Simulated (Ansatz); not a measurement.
## CH₆BNSi, SMILES B[SiH2]N=C: a rigid torsion scan, step by step

With the Ansatz DFT code, driven from Python.

Run as a notebook:

In [1]:
```python
import ansatz
from ase import Atoms

atoms = Atoms(["B", "Si", "N", "C", "H", "H", "H", "H", "H", "H"], positions=[
    (-1.7761, 0.59, -0.9553),
    (-0.3584, -0.4566, -0.3242),
    (0.7359, 0.5643, 0.5953),
    (1.9032, 0.0882, 1.142),
    (-2.0199, 0.7262, -2.1449),
    (-2.5194, 1.2177, -0.1999),
    (0.3802, -1.0442, -1.4639),
    (-0.8407, -1.5069, 0.5312),
    (2.495, 0.7443, 1.7493),
    (2.0831, -0.9741, 1.0733),
])

# relax first, so that the scan starts from a minimum
first = ansatz.Crystal.molecule_from_ase(atoms).calculation()
first = first.basis(gaussian="def2-SVP")
first = first.functional("cam_b3lyp")
first = first.relax(force_tolerance=0.02, max_steps=80)
atoms.positions = first.run().report["positions_ang"]
```

In [2]:
```python
start = atoms.get_dihedral(2, 1, 0, 4)
energies = {}
for turn in range(0, 360, 40):
    turned = atoms.copy()
    turned.set_dihedral(2, 1, 0, 4, start + turn, indices=[0, 4, 5])
    model = (
        ansatz.Crystal.molecule_from_ase(turned).calculation()
        .basis(gaussian="def2-SVP")  # the orbital basis, by name
        .functional("cam_b3lyp")
    )
    energies[round((start + turn) % 360)] = model.run().report["free_energy_ev"]
floor = min(energies.values())
print("dihedral N2-Si1-B0-H4 (deg)   E - E(min) (kcal/mol)")
for angle, e in sorted(energies.items()):
    print(f"{angle:8d} {23.060548 * (e - floor):14.3f}  " + "#" * int(30 * (e - floor) / max(max(energies.values()) - floor, 1e-9)))
```
```text
dihedral N2-Si1-B0-H4 (deg)   E - E(min) (kcal/mol)
      19          0.410  #####
      59          1.589  #####################
      99          2.193  ##############################
     139          0.966  #############
     179          0.000
     219          0.815  ###########
     259          2.095  ############################
     299          1.720  #######################
     339          0.432  #####
```

The scan is rigid and the energies are electronic, in a modest basis. With rigid groups the curve can differ much from the relaxed path, the start wasn't checked as a minimum of this torsion, and equivalent turns needn't return to the same energy. Run time: 2.4 min on 1 thread of Intel(R) Xeon(R) Platinum 8375C CPU @ 2.90GHz (Ice Lake), with other jobs on the host, peak memory 0.28 GiB.

(Lines on the test bed's own set-up are left out of the output.)
